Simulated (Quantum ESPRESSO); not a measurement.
# BeSi3 (P-6m2) in Quantum ESPRESSO: reference runs

Aim: a first look at BeSi3 with PBE, on the cell as given.

Program: Quantum ESPRESSO 7.5. These are calculated values, not measurements. Logs are shortened: lines on timing, memory, paths and dates and some standing lists are left out, and cuts for length are marked.

### Step 1. The structure

The structure is hexagonal, space group P-6m2 (No. 187). The conventional cell has a = 2.634 Å, b = 2.634 Å, c = 8.437 Å, α = 90.00°, β = 90.00°, γ = 120.00°. Be (site symmetry -6m2) is surrounded by 6 Si at 2.59 Å and 6 Be at 2.63 Å. Around Si (site symmetry -6m2) lie 12 Si at 2.62 to 2.63 Å. Si (site symmetry 3m) is surrounded by 3 Be at 2.59 Å and 9 Si at 2.62 to 2.63 Å.

The cell was built by a generator and needn't be a form met in nature.

### Step 2. Single point, PBE

Contents of pw.in:

```
&CONTROL
  calculation = 'scf'
  prefix = 'pwscf'
  outdir = './tmp'
  pseudo_dir = './pseudo'
  tprnfor = .true.
  tstress = .true.
  disk_io = 'low'
/
&SYSTEM
  ibrav = 0
  nat = 4
  ntyp = 2
  ecutwfc = 55
  ecutrho = 440
  nbnd = 14
  occupations = 'smearing'
  smearing = 'fd'
  degauss = 0.00367493
/
&ELECTRONS
  conv_thr = 8d-10
  electron_maxstep = 120
  mixing_beta = 0.5
/
ATOMIC_SPECIES
Be     9.0122 be_pbe_v1.4.uspp.F.UPF
Si    28.0850 Si.pbe-n-rrkjus_psl.1.0.0.UPF
CELL_PARAMETERS angstrom
   2.6344666700    0.0000000000    0.0000000000
  -1.3172333400    2.2815150600    0.0000000000
   0.0000000000    0.0000000000    8.4368098300
ATOMIC_POSITIONS crystal
Be     0.0000000000    0.0000000000    0.5000000000
Si     0.0000000000    0.0000000000    0.0000000000
Si     0.6666666700    0.3333333300    0.7477864600
Si     0.6666666700    0.3333333300    0.2522135400
K_POINTS automatic
12 12 3 0 0 0
```

Contents of pp_density.in:

```
&INPUTPP
  prefix = 'pwscf'
  outdir = './tmp'
  filplot = 'density.dat'
  plot_num = 0
/
&PLOT
  nfile = 1
  filepp(1) = 'density.dat'
  iflag = 3
  output_format = 6
  fileout = 'density.cube'
/
```

Contents of pp_potential.in:

```
&INPUTPP
  prefix = 'pwscf'
  outdir = './tmp'
  filplot = 'potential.dat'
  plot_num = 11
/
&PLOT
  nfile = 1
  filepp(1) = 'potential.dat'
  iflag = 3
  output_format = 6
  fileout = 'potential.cube'
/
```

Potentials or basis: SSSP 1.3 efficiency PBE.

Started as:

```sh
$ OMP_NUM_THREADS=1 pw.x -in pw.in > pw.out
$ OMP_NUM_THREADS=1 pp.x -in pp_density.in > pp_density.out
$ OMP_NUM_THREADS=1 pp.x -in pp_potential.in > pp_potential.out
```

pw.out:

```text
This program is part of the open-source Quantum ESPRESSO suite
     for quantum simulation of materials; please cite
[... 9 lines left out ...]
     --------------------
     sticks:   dense  smooth     PW     G-vecs:    dense   smooth      PW
     Sum         745     379    121                53303    18957    3305

     Using Slab Decomposition

     bravais-lattice index     =            0
     lattice parameter (alat)  =       4.9784  a.u.
     unit-cell volume          =     342.2086 (a.u.)^3
     number of atoms/cell      =            4
     number of atomic types    =            2
     number of electrons       =        16.00
     number of Kohn-Sham states=           14
     kinetic-energy cutoff     =      55.0000  Ry
     charge density cutoff     =     440.0000  Ry
     scf convergence threshold =      8.0E-10
     mixing beta               =       0.5000
     number of iterations used =            8  plain     mixing
     Exchange-correlation= PBE
                           (   1   4   3   4   0   0   0)

     celldm(1)=   4.978420  celldm(2)=   0.000000  celldm(3)=   0.000000
     celldm(4)=   0.000000  celldm(5)=   0.000000  celldm(6)=   0.000000

     crystal axes: (cart. coord. in units of alat)
               a(1) = (   1.000000   0.000000   0.000000 )
               a(2) = (  -0.500000   0.866025   0.000000 )
               a(3) = (   0.000000   0.000000   3.202474 )

     reciprocal axes: (cart. coord. in units 2 pi/alat)
               b(1) = (  1.000000  0.577350 -0.000000 )
               b(2) = (  0.000000  1.154701  0.000000 )
               b(3) = (  0.000000 -0.000000  0.312259 )

     PseudoPot. # 1 for Be read from file:
     be_pbe_v1.4.uspp.F.UPF
     Pseudo is Ultrasoft, Zval =  4.0
     Generated by new atomic code, or converted to UPF format
     Using radial grid of  769 points,  6 beta functions with:
                l(1) =   0
                l(2) =   0
                l(3) =   0
                l(4) =   1
                l(5) =   1
                l(6) =   2
     Q(r) pseudized with 10 coefficients,  rinner =    1.000   1.000   1.000
                                                       1.000   1.000

     PseudoPot. # 2 for Si read from file:
     Si.pbe-n-rrkjus_psl.1.0.0.UPF
     Pseudo is Ultrasoft + core correction, Zval =  4.0
     Generated using "atomic" code by A. Dal Corso  v.5.1
     Using radial grid of 1141 points,  6 beta functions with:
                l(1) =   0
                l(2) =   0
                l(3) =   1
                l(4) =   1
                l(5) =   2
                l(6) =   2
     Q(r) pseudized with 0 coefficients

     atomic species   valence    mass     pseudopotential
     Be                4.00     9.01220     Be( 1.00)
     Si                4.00    28.08500     Si( 1.00)

     12 Sym. Ops. (no inversion) found

   Cartesian axes

     site n.     atom                  positions (alat units)
         1        Be     tau(   1) = (   0.0000000   0.0000000   1.6012368  )
         2        Si     tau(   2) = (   0.0000000   0.0000000   0.0000000  )
         3        Si     tau(   3) = (   0.5000000   0.2886751   2.3947664  )
         4        Si     tau(   4) = (   0.5000000   0.2886751   0.8077072  )

     number of k points=    38  Fermi-Dirac smearing, width (Ry)=  0.0037
                       cart. coord. in units 2pi/alat
        k(    1) = (   0.0000000   0.0000000   0.0000000), wk =   0.0046296
        k(    2) = (   0.0000000   0.0000000   0.1040862), wk =   0.0092593
        k(    3) = (   0.0000000   0.0962250   0.0000000), wk =   0.0277778
        k(    4) = (   0.0000000   0.0962250   0.1040862), wk =   0.0555556
        k(    5) = (   0.0000000   0.1924501   0.0000000), wk =   0.0277778
        k(    6) = (   0.0000000   0.1924501   0.1040862), wk =   0.0555556
[... 30 lines left out ...]
        k(   37) = (   0.3333333   0.5773503   0.0000000), wk =   0.0092593
        k(   38) = (   0.3333333   0.5773503   0.1040862), wk =   0.0185185

     Dense  grid:    53303 G-vectors     FFT dimensions: (  36,  36, 108)

     Smooth grid:    18957 G-vectors     FFT dimensions: (  24,  24,  75)

     Initial potential from superposition of free atoms

     starting charge      15.9982, renormalised to      16.0000
     Starting wfcs are   17 randomized atomic wfcs

     Self-consistent Calculation

     iteration #  1     ecut=    55.00 Ry     beta= 0.50
     Davidson diagonalization with overlap
     ethr =  1.00E-02,  avg # of iterations =  3.5

     Threshold (ethr) on eigenvalues was too large:
     Diagonalizing with lowered threshold

     Davidson diagonalization with overlap
     ethr =  1.18E-04,  avg # of iterations =  6.4

     total energy              =     -62.34391839 Ry
     estimated scf accuracy    <       0.02122916 Ry

     iteration #  2     ecut=    55.00 Ry     beta= 0.50
     Davidson diagonalization with overlap
     ethr =  1.33E-04,  avg # of iterations =  2.9
[... 50 lines left out ...]
     total energy              =     -62.34813249 Ry
     estimated scf accuracy    <          1.1E-09 Ry

     iteration # 10     ecut=    55.00 Ry     beta= 0.50
     Davidson diagonalization with overlap
     ethr =  6.70E-12,  avg # of iterations =  3.7

     End of self-consistent calculation

          k = 0.0000 0.0000 0.0000 (  2359 PWs)   bands (ev):

   -90.3721  -4.4068  -2.5735  -0.4830   4.0265   5.4137  13.4961  14.3413
    19.9398  19.9398  21.2533  21.2535  21.5729  21.5729

          k = 0.0000 0.0000 0.1041 (  2336 PWs)   bands (ev):

   -90.3721  -4.3689  -2.7684   0.0462   2.6505   7.3907  10.5430  17.5523
    20.0515  20.0515  20.9287  20.9287  21.3257  21.3260
[... 43 lines left out ...]
   -90.3705   0.3565   2.1686   4.0192   4.8594   6.6737   8.2181   8.5407
     9.8970  13.1891  13.9424  14.7071  16.4230  17.3059

          k = 0.0000 0.4811 0.1041 (  2369 PWs)   bands (ev):

   -90.3705   0.4005   1.9362   4.5489   5.0181   6.2600   7.1156   9.1311
    10.9198  12.3932  14.7401  14.7984  15.9229  16.1495

          k = 0.0000-0.5774 0.0000 (  2372 PWs)   bands (ev):

   -90.3704   2.1826   2.6800   3.9143   4.5891   5.5218   6.5858   9.8879
    10.7804  11.4963  12.5911  14.5396  16.2576  16.8477

          k = 0.0000-0.5774 0.1041 (  2366 PWs)   bands (ev):

   -90.3704   2.2204   2.7350   3.7918   4.1255   6.5099   6.9083   8.4489
     9.6502  13.5352  14.0606  14.6312  15.7551  16.4086

          k = 0.0833 0.1443 0.0000 (  2344 PWs)   bands (ev):

   -90.3718  -3.8282  -1.9967   0.0698   4.5770   5.9065  13.9487  14.6584
    15.7296  16.1972  17.3899  18.0275  18.7334  19.1799

          k = 0.0833 0.1443 0.1041 (  2335 PWs)   bands (ev):
[... 106 lines left out ...]
   -90.3701   4.3327   4.5147   5.1418   5.8291   6.7403   6.8817   7.3661
     8.3122   8.9537  12.0304  12.0840  12.7189  13.3780

          k = 0.3333 0.5774 0.1041 (  2370 PWs)   bands (ev):

   -90.3701   4.3925   4.5214   5.2167   5.8023   6.1472   6.5160   8.5201
     9.0534   9.0931  10.3657  11.4578  11.6445  15.4363

     the Fermi energy is    10.6985 ev

!    total energy              =     -62.34813249 Ry
     estimated scf accuracy    <          3.3E-11 Ry
     smearing contrib. (-TS)   =      -0.00091776 Ry
     internal energy E=F+TS    =     -62.34721473 Ry

     The total energy is F=E-TS. E is the sum of the following terms:
     one-electron contribution =      -1.96804201 Ry
     hartree contribution      =       5.27678969 Ry
     xc contribution           =     -23.71475262 Ry
     ewald contribution        =     -41.94120979 Ry

     convergence has been achieved in  10 iterations

     Forces acting on atoms (cartesian axes, Ry/au):

     atom    1 type  1   force =     0.00000000    0.00000000    0.00000000
     atom    2 type  2   force =    -0.00000000   -0.00000000    0.00000000
     atom    3 type  2   force =     0.00000000   -0.00000000   -0.03855134
     atom    4 type  2   force =     0.00000000    0.00000000    0.03855134

     Total force =     0.054520     Total SCF correction =     0.000013

     Computing stress (Cartesian axis) and pressure

          total   stress  (Ry/bohr**3)                   (kbar)     P=       31.33
   0.00023588   0.00000000   0.00000000           34.70        0.00        0.00
   0.00000000   0.00023588   0.00000000            0.00       34.70        0.00
  -0.00000000   0.00000000   0.00016717           -0.00        0.00       24.59

=------------------------------------------------------------------------------=
   JOB DONE.
=------------------------------------------------------------------------------=
```

pp_density.out:

```text
This program is part of the open-source Quantum ESPRESSO suite
     for quantum simulation of materials; please cite
         "P. Giannozzi et al., J. Phys.:Condens. Matter 21 395502 (2009);
         "P. Giannozzi et al., J. Phys.:Condens. Matter 29 465901 (2017);
         "P. Giannozzi et al., J. Chem. Phys. 152 154105 (2020);
     in publications or presentations arising from this work. More details at

     IMPORTANT: XC functional enforced from input :
     Exchange-correlation= PBE
                           (   1   4   3   4   0   0   0)
     Any further DFT definition will be discarded
     Please, verify this is what you really want

     G-vector sticks info
     --------------------
     sticks:   dense  smooth     PW     G-vecs:    dense   smooth      PW
     Sum         745     379    121                53303    18957    3305

     Using Slab Decomposition

     Calling punch_plot, plot_num =   0
     Writing data to file  density.dat
     Reading data from file  density.dat

     Writing data to be plotted to file density.cube
     Plot Type: 3D                     Output format: Gaussian cube

=------------------------------------------------------------------------------=
   JOB DONE.
=------------------------------------------------------------------------------=
```

Run time: 24 s. Hardware: 1 thread of AMD EPYC 9R14 (Zen 4), shared host; peak memory 0.24 GiB.

Results:

```yaml
Free_energy: -848.2896 eV
Pressure: 3.1 GPa
Largest_force: 0.991 eV/Å
Band_gap_on_the_k_mesh: none (metal or under the smearing width)
```

Forces in eV/Å, atoms in the order of the input:
```
Be   0.000  0.000  0.000
Si   0.000  0.000  0.000
Si   0.000  0.000 -0.991
Si   0.000  0.000  0.991
```

Levels at points of the mesh, in eV from the Fermi level:
```
            k point  band 4  band 5  band 6  band 7  band 8  band 9  band 10  band 11  band 12  band 13
 (0.00, 0.00, 0.00)  -11.18   -6.67   -5.28    2.80    3.64    9.24     9.24    10.55    10.56    10.87
(0.00, -0.50, 0.00)   -6.78   -6.11   -5.18   -4.11   -0.81    0.08     0.80     1.89     3.84     5.56
```
